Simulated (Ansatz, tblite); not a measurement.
**C27H22N2: rung by rung**

One table from this session's results is given with a row withheld; the runs are named, their logs left out.

Computed with Ansatz 0.2.0, Gaussian basis. Level: as each input shows.

Levels to be run: GFN1-xTB, GFN2-xTB, PBE-D4/def2-TZVP, r2SCAN-D4/def2-TZVP, PBE-D4/def2-SVP, PBE0-D4/def2-SVP.

1 further run of the same task is left out (set aside as unsound or not needed). Runs told in other sessions of the task aren't counted.

### The geometry

The geometry is that of the singlet, from an earlier relaxation (r2SCAN-D4/def2-SVP).

SMILES `CN(C)c1ccc(-c2ccc(-c3ccc(-c4ccc(C#N)cc4)cc3)cc2)cc1`, 51 atoms, charge 0, spin multiplicity 1.

Bond lengths: C1–N2 1.445 Å, C1–H30 1.097 Å, C1–H31 1.107 Å, C1–H32 1.106 Å, N2–C3 1.446 Å, N2–C4 1.377 Å, C3–H33 1.097 Å, C3–H34 1.107 Å, C3–H35 1.107 Å, C4–C5 1.418 Å, C4–C29 1.418 Å, C5–C6 1.390 Å, C5–H36 1.091 Å, C6–C7 1.408 Å, C6–H37 1.094 Å, C7–C8 1.475 Å, C7–C28 1.408 Å, C8–C9 1.410 Å and more. Angles: N2–C1–H30 109.3°, N2–C1–H31 112.3°, N2–C1–H32 111.8°, H30–C1–H31 107.9°, H30–C1–H32 107.8°, H31–C1–H32 107.6°, C1–N2–C3 120.2°, C1–N2–C4 119.9°, C3–N2–C4 119.9°, N2–C3–H33 109.3°, N2–C3–H34 112.1°, N2–C3–H35 112.0°, H33–C3–H34 107.8°, H33–C3–H35 107.9°, H34–C3–H35 107.6°, N2–C4–C5 121.4°, N2–C4–C29 121.4°, C5–C4–C29 117.2° and more.

PBE0-D4/def2-TZVP was run before; its log isn't repeated, and its numbers join the tables.

The first run:

Tight binding, by tblite at 300 K electronic temperature and without a spin-polarisation term:

```python
tblite.interface.Calculator('GFN1-xTB', numbers, positions, charge=0, uhf=0).singlepoint()
```

Tight binding, by tblite at 300 K electronic temperature and without a spin-polarisation term:

```python
tblite.interface.Calculator('GFN2-xTB', numbers, positions, charge=0, uhf=0).singlepoint()
```

start.molden holds the orbitals of an earlier run on this state, given as this run's starting guess.

in.yaml

```yaml
crystal:
  periodic: [false, false, false]
  atoms:
    - {symbol: C, position_ang: [-8.642378, -0.798714, 0.941760]}
    - {symbol: N, position_ang: [-7.919636, -0.079406, -0.082656]}
    - {symbol: C, position_ang: [-8.636034, 0.588839, -1.145632]}
    - {symbol: C, position_ang: [-6.542510, -0.062564, -0.067851]}
    - {symbol: C, position_ang: [-5.801020, 0.638723, -1.052413]}
    - {symbol: C, position_ang: [-4.410875, 0.647352, -1.029503]}
    - {symbol: C, position_ang: [-3.674103, -0.025855, -0.035889]}
    - {symbol: C, position_ang: [-2.199694, -0.008694, -0.020201]}
    - {symbol: C, position_ang: [-1.477621, -0.056303, 1.189699]}
    - {symbol: C, position_ang: [-0.085831, -0.041183, 1.204725]}
    - {symbol: C, position_ang: [0.656785, 0.019622, 0.009647]}
    - {symbol: C, position_ang: [2.133306, 0.031894, 0.024781]}
    - {symbol: C, position_ang: [2.848451, 0.671709, 1.056655]}
    - {symbol: C, position_ang: [4.240239, 0.685942, 1.069464]}
    - {symbol: C, position_ang: [4.984124, 0.053357, 0.054554]}
    - {symbol: C, position_ang: [6.460704, 0.063468, 0.070450]}
    - {symbol: C, position_ang: [7.199322, -1.038047, -0.409489]}
    - {symbol: C, position_ang: [8.589766, -1.035662, -0.396881]}
    - {symbol: C, position_ang: [9.288772, 0.082136, 0.101257]}
    - {symbol: C, position_ang: [10.717883, 0.091654, 0.116579]}
    - {symbol: N, position_ang: [11.883963, 0.099900, 0.127771]}
    - {symbol: C, position_ang: [8.564438, 1.190402, 0.584262]}
    - {symbol: C, position_ang: [7.174122, 1.174333, 0.566774]}
    - {symbol: C, position_ang: [4.271189, -0.590061, -0.975611]}
    - {symbol: C, position_ang: [2.879397, -0.596490, -0.992089]}
    - {symbol: C, position_ang: [-0.061831, 0.066875, -1.200648]}
    - {symbol: C, position_ang: [-1.453612, 0.054432, -1.214751]}
    - {symbol: C, position_ang: [-4.415478, -0.718490, 0.940900]}
    - {symbol: C, position_ang: [-5.805513, -0.746147, 0.932373]}
    - {symbol: H, position_ang: [-9.720609, -0.668949, 0.784736]}
    - {symbol: H, position_ang: [-8.425050, -1.884463, 0.925190]}
    - {symbol: H, position_ang: [-8.401469, -0.425363, 1.954691]}
    - {symbol: H, position_ang: [-9.714198, 0.442034, -1.004793]}
    - {symbol: H, position_ang: [-8.441816, 1.678227, -1.157611]}
    - {symbol: H, position_ang: [-8.366252, 0.190336, -2.142056]}
    - {symbol: H, position_ang: [-6.313790, 1.196043, -1.837720]}
    - {symbol: H, position_ang: [-3.881003, 1.225219, -1.792743]}
    - {symbol: H, position_ang: [-2.021165, -0.087019, 2.138268]}
    - {symbol: H, position_ang: [0.439267, -0.097091, 2.162819]}
    - {symbol: H, position_ang: [2.300289, 1.184456, 1.852138]}
    - {symbol: H, position_ang: [4.762298, 1.178710, 1.894931]}
    - {symbol: H, position_ang: [6.670572, -1.923781, -0.772575]}
    - {symbol: H, position_ang: [9.148245, -1.901288, -0.762363]}
    - {symbol: H, position_ang: [9.103557, 2.063257, 0.961595]}
    - {symbol: H, position_ang: [6.626008, 2.052839, 0.918289]}
    - {symbol: H, position_ang: [4.817723, -1.075031, -1.789779]}
    - {symbol: H, position_ang: [2.356011, -1.116965, -1.799126]}
    - {symbol: H, position_ang: [0.482060, 0.133518, -2.147504]}
    - {symbol: H, position_ang: [-1.977637, 0.074181, -2.174520]}
    - {symbol: H, position_ang: [-3.887963, -1.283347, 1.715398]}
    - {symbol: H, position_ang: [-6.321407, -1.318527, 1.704720]}
basis:
  gaussian: {orbitals: def2-TZVP, fitting: {mean_field: def2-universal-jkfit}, initial_orbitals: start.molden}
hamiltonian: {xc: pbe, dispersion: d4}
scf: {omitted_lower_state_checks: [starts]}
output: {forces: true, orbitals: {seedname: orbitals}}
```

Launch:

```
$ ansatz run in.yaml --threads 2 --pin off --events-out ev --progress --plain --max-ram 31744MiB --backend cuda --devices 0, --max-vram 18GiB
```

Steps of the session up to this table: PBE-D4/def2-TZVP; r2SCAN-D4/def2-TZVP; PBE-D4/def2-SVP; PBE0-D4/def2-SVP.

One of the session's tables, all rows but one given; the rest of the session is left out.

It belongs to the step «Binding energy». 

| level | binding an atom (eV) |
| --- | --- |
| PBE-D4/def2-SVP | 5.459 |
| PBE-D4/def2-TZVP | 5.379 |
| r2SCAN-D4/def2-TZVP | 5.199 |
| PBE0-D4/def2-SVP | 5.343 |
| PBE0-D4/def2-TZVP | ? |

Q: Estimate the row for PBE0-D4/def2-TZVP from the others.

As computed: binding an atom (eV): 5.260. In the column «binding an atom (eV)» it lies between r2SCAN-D4/def2-TZVP (5.199) and PBE0-D4/def2-SVP (5.343).

Limits of these values: Free atoms were run apart at each level; binding is atoms less cluster, divided by the number of atoms, without zero-point or spin-orbit terms.
